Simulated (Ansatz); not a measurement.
**C2HF2Ge (SMILES C#[C][Ge]([F])[F]) at U-wB97M-V/6-31G(d) (spherical functions)**

Aim: the electronic atomisation energy of C2HF2Ge at U-wB97M-V/6-31G* (spherical functions), from 5 runs. 

The calculation is run with Ansatz 0.2.0.

69 further runs of the same task are left out: 69 set aside as unsound or not needed.

### 1 The molecule

C2HF2Ge: 6 atoms, total charge 0, spin state doublet. As SMILES, `C#[C][Ge]([F])[F]`. The coordinates come from a PBE0-D4/def2-TZVP relaxation.

Bond lengths: C1–C2 1.206 Å, C2–Ge3 1.892 Å, Ge3–F4 1.728 Å, Ge3–F5 1.728 Å, C1–H6 1.067 Å. Angles: C1–C2–Ge3 171.1°, C2–Ge3–F4 108.5°, C2–Ge3–F5 108.5°, F4–Ge3–F5 104.7°, C2–C1–H6 178.2°.

### 2 A single-point energy at U-wB97M-V/6-31G(d) (spherical functions)

The input, molecule.yaml:

```yaml
crystal:
  periodic: [false, false, false]
  atoms:
    - {symbol: C, position_ang: [-0.190100, 0.518400, 1.692900]}
    - {symbol: C, position_ang: [-0.131400, 0.204200, 0.530300]}
    - {symbol: Ge, position_ang: [-0.289600, -0.139700, -1.323100]}
    - {symbol: F, position_ang: [-0.276600, -1.850600, -1.565100]}
    - {symbol: F, position_ang: [1.142900, 0.424100, -2.108200]}
    - {symbol: H, position_ang: [-0.213200, 0.779700, 2.727000]}
basis:
  gaussian:
    orbitals: 6-31G_st_-spherical.json
magnetization:
  spin_polarized: true
  initial_magnetization: 1
hamiltonian:
  xc: {name: wB97M-V}
accuracy: high
output: {orbitals: {seedname: orbitals}}
```

The basis set 6-31G* is read from a file made from the Basis Set Exchange's data (not shown).

Command:

```
$ ansatz run molecule.yaml --threads 1 --pin off --max-ram 3480MiB --events-out events.jsonl --progress --plain --runs-dir runs
```

Standard output:

```text
Warning: RAYON_NUM_THREADS=1 ignored (pool sized by the plan → 1); use --threads N
Functional definition: wB97M-V
  name "wB97M-V"
  parameter omega = 0.3/bohr
  parameter cx = 0.15
  parameter cx01 = 1.007
  parameter cx10 = 0.259
  parameter css00 = 0.443
  parameter css04 = -1.437
  parameter css10 = -4.535
  parameter css20 = -3.390
  parameter css43 = 4.278
  parameter cos00 = 1.000
  parameter cos10 = 1.358
  parameter cos20 = 2.924
  parameter cos21 = -8.812
  parameter cos60 = -1.390
  parameter cos61 = 9.142
  parameter b = 6.0
  parameter c = 0.01
  gx(w, u) = 1 - cx + cx01*u + cx10*w
  gss(w, u) = css00 + css04*u^4 + css10*w + css20*w^2 + css43*w^4*u^3
  gos(w, u) = cos00 + cos10*w + (cos20 + cos21*u)*w^2 + (cos60 + cos61*u)*w^6
  exchange = spin_sum(e_x_unif_sr(omega)*gx(b97_w, b97_u_x)) + cx*exact_x_sr(omega) + exact_x_lr(omega)
  correlation = spin_sum(e_c_pw_mod_same_spin*gss(b97_w, b97_u_same))
      + integral(e_c_pw_mod_opposite_spin*gos(b97_w_opposite, b97_u_opposite)) + vv10(b, c)
1871 factors; integrals over basis functions are off by at most 9.0e-9 eV
349 factors; integrals over basis functions are off by at most 2.2e-9 eV
mean field evaluation 1: about -64023.3277 eV, gradient 3.4e1 eV
mean field evaluation 2: about -64023.5870 eV, gradient 3.8e1 eV
mean field evaluation 4: about -64027.7978 eV, gradient 1.2e0 eV
mean field evaluation 8: about -64027.9117 eV, gradient 5.4e-2 eV
mean field evaluation 16: about -64027.9117 eV, gradient 3.3e-4 eV
mean field evaluation 32: about -64027.9117 eV, gradient 7.5e-8 eV
mean field -64027.91174367 eV, -2352.9823569024 hartree, gradient 7.5e-8 eV, S^2 0.752350; 0 other end points of the search recorded, 0 dependent functions left out
reference -64027.91174814 eV, -2352.9823570668 hartree; 32, 31 occupied and 58, 59 virtual orbitals, 1871 factors
Total energy: -64027.91174814 eV, -2352.9823570668 hartree
```

It took 2.1 min on 1 thread of Arm Neoverse V2, shared host; peak memory 1.1 GiB.

### 3 The C atom at the same level

The input, run.yaml:

```yaml
crystal:
  periodic: [false, false, false]
  atoms:
    - {symbol: C, position_ang: [0.000000, 0.000000, 0.000000]}
basis:
  gaussian:
    orbitals: 6-31G_st_-spherical.json
accuracy: high
hamiltonian:
  xc: {name: wB97M-V}
total_charge: 0
magnetization:
  spin_polarized: true
  initial_magnetization: 2
```

The basis set 6-31G* is read from a file made from the Basis Set Exchange's data (not shown).

Command:

```
$ ansatz run run.yaml --threads 1 --pin off --max-ram 3480MiB --events-out events.jsonl --progress --plain --runs-dir runs
```

Standard output, cut to the lines that bear on the results:

```text
Warning: RAYON_NUM_THREADS=1 ignored (pool sized by the plan → 1); use --threads N
[... 2 set-up lines as earlier in the session ...]
[...]
  gx(w, u) = 1 - cx + cx01*u + cx10*w
  gss(w, u) = css00 + css04*u^4 + css10*w + css20*w^2 + css43*w^4*u^3
  gos(w, u) = cos00 + cos10*w + (cos20 + cos21*u)*w^2 + (cos60 + cos61*u)*w^6
[...]
      + integral(e_c_pw_mod_opposite_spin*gos(b97_w_opposite, b97_u_opposite)) + vv10(b, c)
96 factors; integrals over basis functions are off by at most 1.1e-9 eV
55 factors; integrals over basis functions are off by at most 1.7e-9 eV
[...]
mean field -1029.42127305 eV, -37.8305340177 hartree, gradient 5.1e-8 eV, S^2 2.001150; 0 other end points of the search recorded, 0 dependent functions left out
reference -1029.42127462 eV, -37.8305340753 hartree; 4, 2 occupied and 10, 12 virtual orbitals, 96 factors
Total energy: -1029.42127462 eV, -37.8305340753 hartree
```

Wall time 1.7 s (1 thread of Arm Neoverse V2, shared host); peak memory 0.15 GiB.

### 4 The F atom at the same level

The input, run.yaml:

```yaml
crystal:
  periodic: [false, false, false]
  atoms:
    - symbol: F
      position_ang: [0.000000, 0.000000, 0.000000]
basis:
  gaussian: {orbitals: 6-31G_st_-spherical.json}
magnetization: {spin_polarized: true, initial_magnetization: 1}
hamiltonian: {xc: {name: wB97M-V}}
accuracy: high
```

The basis set 6-31G* is read from a file made from the Basis Set Exchange's data (not shown).

Run the same way, it converges to -99.69042 Eh (log not shown).

### 5 The Ge atom at the same level

The input, job.yaml:

```yaml
crystal:
  periodic: [false, false, false]
  atoms:
    - {symbol: Ge, position_ang: [0.000000, 0.000000, 0.000000]}
basis:
  gaussian:
    orbitals: 6-31G_st_-spherical.json
magnetization:
  spin_polarized: true
  initial_magnetization: 2
hamiltonian:
  xc: {name: wB97M-V}
accuracy: high
```

The basis set 6-31G* is read from a file made from the Basis Set Exchange's data (not shown).

Run the same way, it converges to -2076.52900 Eh (log not shown).

### 6 The H atom, same level

The input, input.yaml:

```yaml
basis:
  gaussian:
    orbitals: "6-31G*"
crystal:
  periodic: [false, false, false]
  atoms:
    - symbol: H
      position_ang: [0.000000, 0.000000, 0.000000]
magnetization:
  spin_polarized: true
  initial_magnetization: 1
hamiltonian:
  xc: {name: wB97M-V}
accuracy: high
```

Run the same way, it converges to -0.49108 Eh (log not shown).

### 7 Results

At U-wB97M-V/6-31G* (spherical functions):

| quantity | value |
| --- | --- |
| molecule: total energy | -2352.98236 Eh |
| molecule: HOMO energy (highest over α and β) | -9.44 eV |
| molecule: LUMO energy (lowest over α and β) | -1.95 eV |
| molecule: ⟨S²⟩ | 0.752 |
| C atom: total energy | -37.83053 Eh |
| C atom: ⟨S²⟩ | 2.001 |
| F atom: total energy | -99.69042 Eh |
| F atom: ⟨S²⟩ | 0.751 |
| Ge atom: total energy | -2076.52900 Eh |
| Ge atom: ⟨S²⟩ | 2.002 |
| H atom: total energy | -0.49108 Eh |
| H atom: ⟨S²⟩ | 0.750 |
| electronic atomisation energy | 25.045 eV |

What this shows: Taking the molecule apart into free atoms costs 25.04 eV (578 kcal/mol), before zero-point energy and without spin-orbit coupling.
